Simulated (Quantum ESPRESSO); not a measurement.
# WAu (F-43m) in Quantum ESPRESSO: settings compared, part 2 of 3

Quantum ESPRESSO 7.5.

## (3) Phonons, PBE

pw.in

```
&CONTROL
  calculation = 'scf'
  prefix = 'pwscf'
  outdir = './tmp'
  pseudo_dir = './pseudo'
  tprnfor = .true.
  tstress = .true.
  disk_io = 'low'
/
&SYSTEM
  ibrav = 0
  nat = 2
  ntyp = 2
  ecutwfc = 76
  nbnd = 24
  occupations = 'smearing'
  smearing = 'mv'
  degauss = 0.01469973
/
&ELECTRONS
  conv_thr = 4d-10
  electron_maxstep = 120
  mixing_beta = 0.5
/
ATOMIC_SPECIES
W    183.8400 W.upf
Au   196.9666 Au.upf
CELL_PARAMETERS angstrom
   0.0000000000    2.7479792600    2.7479792600
   2.7479792600    0.0000000000    2.7479792600
   2.7479792600    2.7479792600    0.0000000000
ATOMIC_POSITIONS crystal
W      0.0000000000    0.0000000000    0.0000000000
Au     0.7500000000    0.7500000000    0.7500000000
K_POINTS automatic
8 8 8 0 0 0
```

relax.in

```
&CONTROL
  calculation = 'vc-relax'
  prefix = 'pwscf'
  outdir = './tmp'
  pseudo_dir = './pseudo'
  tprnfor = .true.
  tstress = .true.
  disk_io = 'low'
  nstep = 40
  forc_conv_thr = 0.0001
  etot_conv_thr = 1d-06
/
&SYSTEM
  ibrav = 0
  nat = 2
  ntyp = 2
  ecutwfc = 76
  nbnd = 24
  occupations = 'smearing'
  smearing = 'mv'
  degauss = 0.01469973
/
&ELECTRONS
  conv_thr = 4d-10
  electron_maxstep = 120
  mixing_beta = 0.5
/
&IONS
  ion_dynamics = 'bfgs'
/
&CELL
  cell_dynamics = 'bfgs'
  press = 0
  press_conv_thr = 0.2
/
ATOMIC_SPECIES
W    183.8400 W.upf
Au   196.9666 Au.upf
CELL_PARAMETERS angstrom
   0.0000000000    2.7479792600    2.7479792600
   2.7479792600    0.0000000000    2.7479792600
   2.7479792600    2.7479792600    0.0000000000
ATOMIC_POSITIONS crystal
W      0.0000000000    0.0000000000    0.0000000000
Au     0.7500000000    0.7500000000    0.7500000000
K_POINTS automatic
8 8 8 0 0 0
```

scf2.in

```
&CONTROL
  calculation = 'scf'
  prefix = 'pwscf'
  outdir = './tmp'
  pseudo_dir = './pseudo'
  tprnfor = .true.
  tstress = .true.
  disk_io = 'low'
/
&SYSTEM
  ibrav = 0
  nat = 2
  ntyp = 2
  ecutwfc = 76
  nbnd = 24
  occupations = 'smearing'
  smearing = 'mv'
  degauss = 0.01469973
/
&ELECTRONS
  conv_thr = 1d-13
  electron_maxstep = 120
  mixing_beta = 0.5
  startingpot = 'file'
  startingwfc = 'file'
/
ATOMIC_SPECIES
W    183.8400 W.upf
Au   196.9666 Au.upf
CELL_PARAMETERS angstrom
   0.0000000000    2.9070284439    2.9070284439
   2.9070284439    0.0000000000    2.9070284439
   2.9070284439    2.9070284439    0.0000000000
ATOMIC_POSITIONS crystal
W      0.0000000000    0.0000000000    0.0000000000
Au     0.7500000000    0.7500000000    0.7500000000
K_POINTS automatic
8 8 8 0 0 0
```

ph.in

```
phonons of WAu
&INPUTPH
  prefix = 'pwscf'
  outdir = './tmp'
  tr2_ph = 1d-18
  fildyn = 'dyn'
  niter_ph = 90
  alpha_mix(1) = 0.4
/
0.0000000000 0.0000000000 0.0000000000
```

dynmat.in

```
&INPUT
  fildyn = 'dyn'
  asr = 'crystal'
  filout = 'dynmat.disp'
  fileig = 'dynmat.eig'
/
```

Potentials or basis: PseudoDojo 0.4.1 SR PBE standard.

The run is started by

```
$ OMP_NUM_THREADS=1 mpirun -n 4 pw.x -nk 4 -in pw.in > pw.out
$ OMP_NUM_THREADS=1 mpirun -n 4 pw.x -nk 4 -in relax.in > relax.out
$ OMP_NUM_THREADS=1 mpirun -n 4 pw.x -nk 4 -in scf2.in > scf2.out
$ OMP_NUM_THREADS=1 mpirun -n 4 ph.x -nk 4 -in ph.in > ph.out
$ OMP_NUM_THREADS=1 mpirun -n 1 dynmat.x -in dynmat.in > dynmat.out
```

pw.out:

```text
This program is part of the open-source Quantum ESPRESSO suite
     for quantum simulation of materials; please cite
[... 6 lines left out ...]
     using ibrav=0 with symmetry is DISCOURAGED, use correct ibrav instead

     K-points division:     npool     =       4
     Subspace diagonalization in iterative solution of the eigenvalue problem:
     a serial algorithm will be used

     G-vector sticks info
     --------------------
     sticks:   dense  smooth     PW     G-vecs:    dense   smooth      PW
     Sum        1135    1135    337                25101    25101    4015

     Using Slab Decomposition

     bravais-lattice index     =            0
     lattice parameter (alat)  =       7.3439  a.u.
     unit-cell volume          =     280.0702 (a.u.)^3
[... 342 lines left out ...]

          k =-0.7071 0.1768-0.0000 (  3150 PWs)   bands (ev):

   -91.2902 -57.6310 -42.6368 -42.6362 -42.6196 -21.9620 -21.9173 -21.9120
     9.1947   9.3203   9.8749  10.1631  10.6785  12.1463  13.6887  16.2463
    17.7399  18.4665  18.7146  19.2491  19.9287  20.8456  27.9456  28.5614

          k =-0.7071 0.3536 0.0000 (  3156 PWs)   bands (ev):

   -91.2902 -57.6310 -42.6374 -42.6362 -42.6191 -21.9550 -21.9242 -21.9120
     9.1891   9.2346   9.8155  10.4327  10.5454  12.0867  14.6364  15.1574
    17.6193  18.5499  18.9462  19.1677  19.5228  21.0125  29.9145  30.1536

     the Fermi energy is    16.4267 ev

!    total energy              =    -447.77247877 Ry
     estimated scf accuracy    <          1.1E-10 Ry
     smearing contrib. (-TS)   =       0.00075138 Ry
     internal energy E=F+TS    =    -447.77323016 Ry

     The total energy is F=E-TS. E is the sum of the following terms:
     one-electron contribution =    -175.45614840 Ry
     hartree contribution      =      99.86001347 Ry
     xc contribution           =     -85.21008953 Ry
     ewald contribution        =    -286.96700570 Ry

     convergence has been achieved in  11 iterations

     Forces acting on atoms (cartesian axes, Ry/au):

     atom    1 type  1   force =     0.00000000    0.00000000   -0.00000000
     atom    2 type  2   force =    -0.00000000   -0.00000000    0.00000000

     Total force =     0.000000     Total SCF correction =     0.000000

     Computing stress (Cartesian axis) and pressure

          total   stress  (Ry/bohr**3)                   (kbar)     P=      326.33
   0.00221832   0.00000000   0.00000000          326.33        0.00        0.00
   0.00000000   0.00221832  -0.00000000            0.00      326.33       -0.00
   0.00000000  -0.00000000   0.00221832            0.00       -0.00      326.33

=------------------------------------------------------------------------------=
   JOB DONE.
=------------------------------------------------------------------------------=
```

relax.out:

```text
This program is part of the open-source Quantum ESPRESSO suite
     for quantum simulation of materials; please cite
[... 6 lines left out ...]
     using ibrav=0 with symmetry is DISCOURAGED, use correct ibrav instead

     K-points division:     npool     =       4
[... 1965 lines left out ...]
   0.00001433   0.00000000   0.00000000            2.11        0.00        0.00
   0.00000000   0.00001433   0.00000000            0.00        2.11        0.00
   0.00000000   0.00000000   0.00001433            0.00        0.00        2.11

=------------------------------------------------------------------------------=
   JOB DONE.
=------------------------------------------------------------------------------=
```

scf2.out:

```text
This program is part of the open-source Quantum ESPRESSO suite
     for quantum simulation of materials; please cite
[... 6 lines left out ...]
     using ibrav=0 with symmetry is DISCOURAGED, use correct ibrav instead

     K-points division:     npool     =       4
[... 342 lines left out ...]
   0.00001434   0.00000000   0.00000000            2.11        0.00        0.00
   0.00000000   0.00001434   0.00000000            0.00        2.11        0.00
   0.00000000   0.00000000   0.00001434            0.00        0.00        2.11

=------------------------------------------------------------------------------=
   JOB DONE.
=------------------------------------------------------------------------------=
```

It took 6.3 min on 4 MPI ranks of Arm Neoverse V2, shared host; peak memory 0.44 GiB.

What came out:

| Item | Value |
| --- | --- |
| Free energy | -6092.9234 eV |
| Relaxed volume | 24.57 Å³/atom |
| Relaxed cell | a = 4.111 Å, b = 4.111 Å, c = 4.111 Å, α = 60.00°, β = 60.00°, γ = 60.00° |
| Space group after relaxing (to 0.05 Å) | F-43m (No. 216) |
| Pressure after relaxing | 0.2 GPa |
| Band gap on the k mesh | none (metal or under the smearing width) |
| Highest phonon frequency at Γ | 186 cm⁻¹ |

The path:
```tsv
step	energy change (eV)	largest force (eV/Å)	pressure (GPa)	volume (Å³)
1	0.0000	0.0000	32.63	41.50
2	-0.6620	0.0000	0.91	48.80
3	-0.6629	0.0000	0.24	49.04
4	-0.6630	0.0000	0.00	49.13
5	-0.6630	0.0000	0.00	49.13
```

Final structure:
```
W Au
1.0
     0.00000    2.90703    2.90703
     2.90703    0.00000    2.90703
     2.90703    2.90703    0.00000
W Au
1 1
Cartesian
  0.0000 0.0000 0.0000
  4.3605 4.3605 4.3605
```

Phonon frequencies in cm⁻¹ (negative: imaginary):
```
              q point        frequencies
(0.000, 0.000, 0.000)  0 0 0 186 186 186
```

Optical modes at Γ, degenerate ones joined:
```csv
cm⁻¹,components,symmetry,active in
186,3,T2,IR and Raman
```

Caveat: the volume moved by over 15 % at a fixed basis, so the end points are rough.

[end of part 2 of 3]
